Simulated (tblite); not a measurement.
# C2H6O3Ti: the cost of one run

Programs: tblite 0.8.0 and PySCF 2.14.0. All values are calculated, for the isolated system unless a continuum is named. Atoms count from 0, parts from 1.

## Step 1: Starting point

12 atoms, charge 0, multiplicity 1; geometry: distance geometry start.

## Step 2: Geometry optimisation with GFN2-xTB

The job: settings as JSON, then the geometry in Å.

```
{"job": {"kind": "relax", "xc": "GFN2-xTB", "basis": "xTB"}, "charge": 0, "multiplicity": 1}
O      1.340457     1.315877     2.892725
Ti     1.691834     0.856698     1.018621
O      3.608331     0.532292     0.807069
O      1.141070     2.314383    -0.137220
C      0.664756    -0.800495     0.546601
C      0.172247    -1.612158     1.647597
H      1.203129     0.685583     3.601000
H      4.012249     0.292209    -0.043275
H      0.942093     2.231636    -1.061335
H      0.998478    -1.320481    -0.301315
H     -0.815424    -1.501100     1.909007
H      0.562374    -2.571887     1.725945
```

Method: GFN2-xTB geometry optimisation, gas phase.

Started as:

```sh
$ OMP_NUM_THREADS=1 python cluster_run.py task.json out
```

One launch serves the whole session: the jobs run in the order shown.

**Question.** How long does this first job take on 1 thread of Intel Xeon Platinum 8259CL at 2.50GHz, shared host?

About 2.2 s.
